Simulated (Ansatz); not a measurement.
From input file to script: SrAgSF, space group P4/nmm in Ansatz 0.2.0.

```yaml
crystal:
  lattice:
    - [4.10863, 0.0, 0.0]
    - [0.0, 4.10863, 0.0]
    - [0.0, 0.0, 9.1301]
  atoms:
    - { symbol: Sr, position: [0.0, 0.5, 0.84394] }
    - { symbol: Sr, position: [0.5, 0.0, 0.15605] }
    - { symbol: Ag, position: [0.5, 0.5, 0.5] }
    - { symbol: Ag, position: [0.0, 0.0, 0.5] }
    - { symbol: S, position: [0.0, 0.5, 0.30829] }
    - { symbol: S, position: [0.5, 0.0, 0.69171] }
    - { symbol: F, position: [0.5, 0.5, 0.0] }
    - { symbol: F, position: [0.0, 0.0, 0.0] }
basis:
  ecutwfc: 420.0
kpoints:
  mp_grid: { grid: [4, 4, 2] }
  band_path:
    path:
      - [0.0, 0.0, 0.0]
      - [0.0, 0.5, 0.0]
      - [0.5, 0.5, 0.0]
      - [0.0, 0.0, 0.0]
      - [0.0, 0.0, 0.5]
      - [0.0, 0.5, 0.5]
      - [0.5, 0.5, 0.5]
    npoints: 4
hamiltonian:
  xc: pbesol
  dispersion: d3bj
scf:
  n_extra_bands: 8
  occupations: { method: fixed }
```

The program run on that file:
```console
$ ansatz run input.yaml --threads 1 --pin off --max-ram 3072MiB --backend cpu --events-out ev --progress --plain --runs-dir out
Warning: the atoms were moved onto the symmetric positions of the space group found under crystal.symmetry.tolerance 1.0e-5 (fractional; no operation is sought that the atoms, as they stand in a round, miss by more than twice it, and no atom is moved by as much as it), and the run uses the moved positions. Before a round's move an operation carried an atom to 6.85e-5 Å from where it should land, [...]
scf.n_extra_bands = 8 over 42 filled bands (N_el = 84.0): the run solves 50 bands
Engine: ansatz 0.2.0, aarch64-unknown-linux-gnu
Pseudopotentials: kind: paw
Pseudopotential: Sr, paw, valence charge 10, recommended cutoff 420 eV (normal), Sr.paw.azcp
Pseudopotential: Ag, paw, valence charge 19, recommended cutoff 420 eV (normal), Ag.paw.azcp
Pseudopotential: S, paw, valence charge 6, recommended cutoff 420 eV (normal), S.paw.azcp
Pseudopotential: F, paw, valence charge 7, recommended cutoff 420 eV (normal), F.paw.azcp
Functional definition: PBEsol
  exchange = pbesol_x
  correlation = pbesol_c
Crystal: 8 atoms, lattice volume = 154.124 Å³
Basis set: ecut = 420 eV, 3015 PW (Γ)
Bands: 50, of which v1, the nominal top of the filled ones, is band 42 counted from 1 (41 counted from 0)
Symmetry: 16 space group operations
Space group: P4/nmm (ITA 129), of the structure as read, at distance tolerance 5.4e-5 Å
k-points: 12 of 32
Non-local potential: Sr, projectors of the file, l = 0: 3, l = 1: 2, l = 2: 2
Non-local potential: Ag, projectors of the file, l = 0: 3, l = 1: 2, l = 2: 2, l = 3: 1
Non-local potential: S, projectors of the file, l = 0: 2, l = 1: 2, l = 2: 2
Non-local potential: F, projectors of the file, l = 0: 2, l = 1: 2, l = 2: 1
PAW form: soft (Blöchl's): semilocal exchange-correlation on the pseudo side does not see the compensation charge
PAW frozen core: Sr, regenerated for the run's functional, and the local potential with it (the file was generated under x = pbe(κ = 0.804, μ = 0.2195149727645171), c = pbe(β = 0.06672455060314922))
PAW frozen core: Ag, regenerated for the run's functional, and the local potential with it (the file was generated under x = pbe(κ = 0.804, μ = 0.2195149727645171), c = pbe(β = 0.06672455060314922))
PAW frozen core: S, regenerated for the run's functional, and the local potential with it (the file was generated under x = pbe(κ = 0.804, μ = 0.2195149727645171), c = pbe(β = 0.06672455060314922))
PAW frozen core: F, regenerated for the run's functional, and the local potential with it (the file was generated under x = pbe(κ = 0.804, μ = 0.2195149727645171), c = pbe(β = 0.06672455060314922))
PAW one-centre angular grid: Sr, 110 points (default); XC on 64 Gauss nodes
PAW one-centre angular grid: Ag, 590 points (default); XC on 64 Gauss nodes
PAW one-centre angular grid: S, 110 points (default); XC on 64 Gauss nodes
PAW one-centre angular grid: F, 110 points (default); XC on 64 Gauss nodes
Initial density: superposition of atomic densities (neutral atoms: chi_scale 0, normalization atom), corrected by the library's trained network
Initial wavefunctions: pseudopotential atomic-orbital guess
Functional: x = pbesol(κ = 0.804, μ = 0.12345679012345678), c = pbesol(β = 0.046)
SCF iter   1: F=—  HF=-25412.723971 eV  |F-HF|=—  |Δ(HF+E_count)|=         —  Δρ=9.25e-3  dr2=1.15e-1  ethr=1.77e-3  ⟨swp⟩=5.1  Hψ=2288  notcnv=0  defer=59
preconditioner: auto → Resta (q_TF=auto, 2.466 Å⁻¹)  ε∞=4.8  [insulator: Δε(μ)=1.029 eV  Ē_g=12.224 eV  n_scr=38 (ndim 8)  ℏωp=23.9 eV  f_vac=0.008  ε∞_Penn≈4.8]
SCF iter   2: F=—  HF=-25412.692507 eV  |F-HF|=—  |Δ(HF+E_count)|=   3.15e-2  Δρ=2.12e-3  dr2=7.99e-3  ethr=1.37e-4  ⟨swp⟩=2.2  Hψ=1107  notcnv=0  defer=72
SCF iter   3: F=—  HF=-25412.691107 eV  |F-HF|=—  |Δ(HF+E_count)|=   1.40e-3  Δρ=8.84e-4  dr2=1.43e-3  ethr=9.51e-6  ⟨swp⟩=2.6  Hψ=857  notcnv=0  defer=72
SCF iter   4: F=—  HF=-25412.690983 eV  |F-HF|=—  |Δ(HF+E_count)|=   1.24e-4  Δρ=3.09e-4  dr2=1.42e-4  ethr=1.70e-6  ⟨swp⟩=2.0  Hψ=825  notcnv=0  defer=72
SCF iter   5: F=—  HF=-25412.691021 eV  |F-HF|=—  |Δ(HF+E_count)|=   3.71e-5  Δρ=1.08e-4  dr2=1.54e-5  ethr=1.69e-7  ⟨swp⟩=2.0  Hψ=816  notcnv=0  defer=69
SCF iter   6: F=—  HF=-25412.691021 eV  |F-HF|=—  |Δ(HF+E_count)|=   8.36e-7  Δρ=3.47e-5  dr2=1.90e-6  ethr=1.83e-8  ⟨swp⟩=2.2  Hψ=1036  notcnv=0  defer=59
SCF iter   7: F=—  HF=-25412.691022 eV  |F-HF|=—  |Δ(HF+E_count)|=   4.61e-7  Δρ=7.96e-6  dr2=1.11e-7  ethr=2.27e-9  ⟨swp⟩=2.0  Hψ=853  notcnv=0  defer=60
SCF iter   8: F=-25412.691022 eV  HF=-25412.691022 eV  |F-HF|=7.79e-10  |Δ(HF+E_count)|=   2.35e-8  Δρ=1.48e-6  dr2=4.78e-9  ethr=1.19e-10  ⟨swp⟩=14.2  Hψ=2530  notcnv=0
SCF 1 converged in 8 iterations: F = -25412.691022 eV  dr2 = 4.78e-9
  greatest PAW one-centre occupation: 1.001 electrons in one spin orbital (limit 2), on the Ag atom at site 3 (counted from 0), in its partial waves of l = 0
NSCF: frozen V_eff on 25 k-points
SCF converged after 8 iterations
Free energy (F): -25412.691022 eV
Harris-Foulkes:  -25412.691022 eV  (|F-HF|=7.79e-10)
Internal energy: -25412.691022 eV  (E = F + TS)
E sigma→0 (E₀):  -25412.691022 eV
Fermi energy:    8.844860 eV
--- Per-component energies (eV) ---
  E_band       = -885.162352
  E_kinetic    = 2169.755478
  E_local      = -10017.642008  (includes V_loc(G=0)·N_el)
  E_nonlocal   = 779.205985
  E_hartree    = 4201.761676
  E_xc         = -1059.876296
  E_vxc        = -1168.942185  (∫ρ·V_xc dr)
  E_paw        = -14516.244388  (= ΣΔE_a)
  E_vpaw       = -1051.067118  (= ΣTr[D̂ρ^β])
  E_aug_tail   = 0.004693  (compensation charges beyond the density's cutoff)
  E_ewald      = -6968.516838
  E_disp       = -2.262280  (pairwise vdW)
  E_core_change = 1.122957  (= ΣΔE_core)
  E_smearing   = -0.000000  (= −TS)
  E_closure    = -0.000000  (closes the sum)
  Σ components = -25412.691022   (vs F -25412.691022, Δ=0.00e0)
--- Band table (eV; the first three rows and the last of 12) ---
  k-point 0: bands = ["-81.8251", "-81.8144", "-45.3953", "-45.3953", "-45.3354", "-45.3208", "-45.3204", "-45.3204", "-25.2281", "-25.1870", "-14.2991", "-13.9059", "-7.2719", "-7.2719", "-7.2534", "-7.1605", "-7.1605", "-7.0915", "-3.1328", "-2.8621", "3.4694", "3.7195", "3.7195", "3.7880", "4.0267", "4.2943", "4.3240", "4.3818", "4.3818", "4.8682", "4.8682", "5.7012", "5.7012", "5.9722", "6.0807", "6.5316", "7.1689", "7.5206", "7.5206", "7.9326", "8.8449", "8.8449", "9.9430", "12.2213", "12.4159", "12.9873", "14.6079", "14.6975", "14.7900", "15.0321"]
  k-point 1: bands = ["-81.8251", "-81.8144", "-45.3953", "-45.3953", "-45.3354", "-45.3208", "-45.3204", "-45.3204", "-25.2281", "-25.1870", "-14.2991", "-13.9059", "-7.2721", "-7.2721", "-7.2601", "-7.1603", "-7.1603", "-7.0844", "-3.1450", "-2.8478", "3.3416", "3.7146", "3.7146", "3.9454", "4.0228", "4.2405", "4.3240", "4.4178", "4.4178", "4.8222", "4.8222", "5.7109", "5.7109", "5.9848", "6.2026", "6.5315", "7.1689", "7.5441", "7.5441", "7.6880", "8.8247", "8.8247", "10.4324", "11.9359", "12.2915", "13.0251", "14.0786", "14.6254", "14.7563", "15.0128"]
  k-point 2: bands = ["-81.8235", "-81.8159", "-45.3848", "-45.3844", "-45.3332", "-45.3318", "-45.3314", "-45.3229", "-25.2149", "-25.1858", "-14.2697", "-13.9943", "-7.3182", "-7.2903", "-7.2443", "-7.2155", "-7.1652", "-7.0492", "-2.9873", "-2.7809", "3.7008", "3.8470", "3.8517", "4.0389", "4.1847", "4.3812", "4.3981", "4.4604", "4.6127", "4.7196", "4.7906", "5.4459", "5.4867", "5.7956", "5.9886", "6.2537", "6.4099", "6.5626", "7.9751", "8.0788", "8.1567", "8.6821", "10.8898", "12.4936", "12.6283", "13.6552", "13.8278", "14.3558", "14.5529", "14.8365"]
  k-point 11: bands = ["-81.8197", "-81.8197", "-45.4032", "-45.4032", "-45.3280", "-45.3280", "-45.3140", "-45.3140", "-25.1790", "-25.1790", "-14.2094", "-14.2094", "-7.3416", "-7.3416", "-7.3185", "-7.3185", "-7.0490", "-7.0490", "-2.7098", "-2.7098", "3.4876", "3.4876", "4.0858", "4.0858", "4.4075", "4.4075", "4.8790", "4.8790", "4.8899", "4.8899", "5.0561", "5.0561", "5.3949", "5.3949", "6.1993", "6.1993", "6.5745", "6.5745", "6.9282", "6.9282", "7.6688", "7.6688", "12.3037", "12.3037", "13.3601", "13.3601", "14.6702", "14.6702", "15.2844", "15.2844"]
```

`sragsf.py`
```python
import warnings

import ansatz as az
import matplotlib.pyplot as plt
import numpy as np


def main() -> None:
    lattice = az.Lattice.of(
        (4.10863, 0.0, 0.0),
        (0.0, 4.10863, 0.0),
        (0.0, 0.0, 9.1301),
    )
    sites = [
        ("Sr", (0.0, 0.5, 0.84394)),
        ("Sr", (0.5, 0.0, 0.15605)),
        ("Ag", (0.5, 0.5, 0.5)),
        ("Ag", (0.0, 0.0, 0.5)),
        ("S", (0.0, 0.5, 0.30829)),
        ("S", (0.5, 0.0, 0.69171)),
        ("F", (0.5, 0.5, 0.0)),
        ("F", (0.0, 0.0, 0.0)),
    ]
    cell = az.Crystal(lattice=lattice)
    for symbol, position in sites:
        cell = cell.atom(symbol, position)

    path = [
        ("G", (0.0, 0.0, 0.0)),
        ("X", (0.0, 0.5, 0.0)),
        ("M", (0.5, 0.5, 0.0)),
        ("G", (0.0, 0.0, 0.0)),
        ("Z", (0.0, 0.0, 0.5)),
        ("R", (0.0, 0.5, 0.5)),
        ("A", (0.5, 0.5, 0.5)),
    ]
    job = (
        cell.calculation()
        .kpoints(4, 4, 2)
        .basis(420)
        .occupations("fixed")
        .functional("pbesol", dispersion="d3bj")
        .band_structure([point for _, point in path], intervals=4)
        .scf(extra_bands=8)
    )
    with warnings.catch_warnings(record=True) as caught:
        warnings.simplefilter("always")
        result = job.run()
    print("warnings raised:", sorted(w.category.__name__ for w in caught) or "none")
    summary = result.report

    for key in ("converged", "n_iterations", "n_electrons", "n_kpoints", "n_pw", "n_symmetry_ops", "free_energy_ev", "fermi_energy_ev"):
        print(f"{key:18s} {summary[key]}")

    bands = result.band_structure()
    fermi = bands.fermi_energy_ev
    print(f"zero of the bands: {fermi:.3f} eV, the Fermi level found on the SCF mesh")
    reciprocal = 2 * np.pi * np.linalg.inv(result.lattice.cell_ang).T
    steps = np.linalg.norm(np.diff(bands.kpoints_frac @ reciprocal, axis=0), axis=1)
    distance = np.concatenate([[0], np.cumsum(steps)])
    fig, ax = plt.subplots(figsize=(5, 4))
    for channel, colour in zip(bands.channels, ("C0", "C3")):
        ax.plot(distance, channel.eigenvalues_ev - fermi, colour, lw=1)
    ax.set_xticks(distance[::4], [label for label, _ in path])
    ax.set(ylim=(-6, 6), ylabel="E - E_F (eV)", xlim=(0, distance[-1]))
    ax.grid(axis="x")
    fig.savefig("bands.png", dpi=100)
    first = bands.channels[0].eigenvalues_ev - fermi
    near = np.argsort(np.abs(first.mean(axis=0)))[:4]
    for band in sorted(near):
        print(f"band {band + 1}: {first[:, band].min():.3f} to {first[:, band].max():.3f} eV")


if __name__ == "__main__":
    main()
```

```console
$ python sragsf.py
warnings raised: ['DeckWarning']
converged          True
n_iterations       8
n_electrons        84.0
n_kpoints          12
n_pw               3015
n_symmetry_ops     16
free_energy_ev     -25412.69102183843
fermi_energy_ev    8.84485979046167
zero of the bands: 8.845 eV, the Fermi level found on the SCF mesh
band 39: -1.962 to -0.730 eV
band 40: -1.962 to -0.654 eV
band 41: -1.180 to 0.000 eV
band 42: -1.180 to 0.000 eV
```

Caveats:
- Total energies depend on the potentials; only differences at equal settings carry meaning. A total without «per atom» is that of the cell as typed.
- The computed bands are complete only to about 5.8 eV above the Fermi level.
- The Fermi level of a run with fixed occupations marks the highest occupied state on its mesh, not mid-gap.
- An absolute Fermi energy rests on an arbitrary zero of the periodic potential and has no direct meaning.
- The structure comes from a database of computed cells and needn't be a stable or known phase.
- Gaps and levels are Kohn-Sham values on a finite set of k-points, without spin-orbit coupling.
- Finished in 14 s on 1 thread of Arm Neoverse V1, with other jobs on the host, peak memory 0.5 GiB.

(Lines on the test bed's own set-up are left out of the output.)
